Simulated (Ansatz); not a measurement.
**PbO2: band gap under strain**

How does strain move the band edges of rutile PbO2, and do the functionals agree on it? States: +2.0 % strain along z alone; +3.0 % strain along z alone; +4.0 % strain along z alone.

Code: Ansatz 0.2.0. PAW datasets, plane waves. The values are computed, spin-unpolarised, and not measurements.

## Step 1: Starting point

The unstrained cell was relaxed with r2SCAN; in each strained cell the atoms were relaxed again with r2SCAN. Names of k-points are those of the unstrained zone, where strain can split equivalent points. First state: +2.0 % strain along z alone.

It is tetragonal, P4_2/mnm (No. 136); a = 4.984 Å, c = 3.476 Å in the conventional setting, 14.39 Å³ an atom. Around Pb lie 6 O at 2.17–2.20 Å; around O lie 3 Pb at 2.17–2.20 Å.

As a file:

```cif
data_structure
_symmetry_space_group_name_H-M 'P 1'
_symmetry_Int_Tables_number 1
_cell_length_a 4.9838
_cell_length_b 4.9838
_cell_length_c 3.4758
_cell_angle_alpha 90.000
_cell_angle_beta 90.000
_cell_angle_gamma 90.000
_cell_volume 86.33
loop_
_atom_site_label
_atom_site_type_symbol
_atom_site_fract_x
_atom_site_fract_y
_atom_site_fract_z
_atom_site_occupancy
Pb1 Pb 0.00000 0.00000 0.00000 1
Pb2 Pb 0.50000 0.50000 0.50000 1
O1 O 0.30774 0.30774 0.00000 1
O2 O 0.19226 0.80774 0.50000 1
O3 O 0.80774 0.19226 0.50000 1
O4 O 0.69226 0.69226 0.00000 1
```

From earlier runs on the unstrained cell: PBE -0.02 eV, r2SCAN 0.07 eV, HSE06 -0.03 eV, r2SCAN+SOC 0.07 eV; a = 4.984 Å, c = 3.408 Å.

## Step 2: +2.0 % strain along z alone: PBE

Input file input.yaml:

```yaml
crystal:
  lattice:
    - [4.9838460811, 0.0, 0.0]
    - [0.0, 4.9838460811, 0.0]
    - [0.0, 0.0, 3.4757747491]
  atoms:
    - { symbol: Pb, position: [0.0, 0.0, 0.0] }
    - { symbol: Pb, position: [0.5, 0.5, 0.5] }
    - { symbol: O, position: [0.3077420961, 0.3077420961, 0.0] }
    - { symbol: O, position: [0.1922579039, 0.8077420961, 0.5] }
    - { symbol: O, position: [0.8077420961, 0.1922579039, 0.5] }
    - { symbol: O, position: [0.6922579039, 0.6922579039, 0.0] }
kpoints:
  mp_grid: { grid: [6, 6, 8] }
  band_path:
    path:
      - [0.0, 0.0, 0.0]
      - [0.0, 0.5, 0.0]
      - [0.5, 0.5, 0.0]
      - [0.0, 0.0, 0.5]
      - [0.0, 0.5, 0.5]
      - [0.5, 0.5, 0.5]
      - [-0.073242, -0.073242, 0.093424]
      - [-0.092611, -0.092611, -0.07373]
    npoints: 1
hamiltonian:
  xc: pbe
scf:
  occupations: { method: fermi_dirac, width: 0.02 }
  n_extra_bands: 5
output:
  forces: true
  stress: true
  eigenvalues: true
```

Started as:

```bash
$ ansatz run input.yaml --threads 2 --pin off --max-ram 29491MiB --backend cpu --events-out ev --progress --plain --runs-dir out
```

Further steps of the session: +2.0 % strain along z alone: r2SCAN; +2.0 % strain along z alone: HSE06; +2.0 % strain along z alone: r2SCAN+SOC; +3.0 % strain along z alone: PBE; +3.0 % strain along z alone: r2SCAN; +3.0 % strain along z alone: HSE06; +3.0 % strain along z alone: r2SCAN+SOC; +4.0 % strain along z alone: PBE; +4.0 % strain along z alone: r2SCAN; +4.0 % strain along z alone: HSE06; +4.0 % strain along z alone: r2SCAN+SOC.

Before running it: what results should come out?

As calculated:

Least gap in eV (negative: overlap), with the change from the unstrained cell in brackets:

```
                      state  volume change (%)           PBE        r2SCAN          HSE06
+2.0 % strain along z alone               +2.0  0.00 (+0.02)  0.08 (+0.01)  -0.14 (-0.11)
+3.0 % strain along z alone               +3.0  0.00 (+0.02)  0.09 (+0.02)  -0.15 (-0.12)
+4.0 % strain along z alone               +4.0  0.00 (+0.02)  0.10 (+0.03)  -0.15 (-0.12)
```

In words: With HSE06, of the states in the table +4.0 % strain along z alone shifts the gap most, by -0.126 eV. PBE and HSE06 differ by -0.01 eV on the unstrained gap, and by at most 0.14 eV on its change. Spin-orbit coupling is left out of the table, though the cell holds Pb (Z = 82); in an element this heavy it can shift bands and gaps by tenths of an eV.
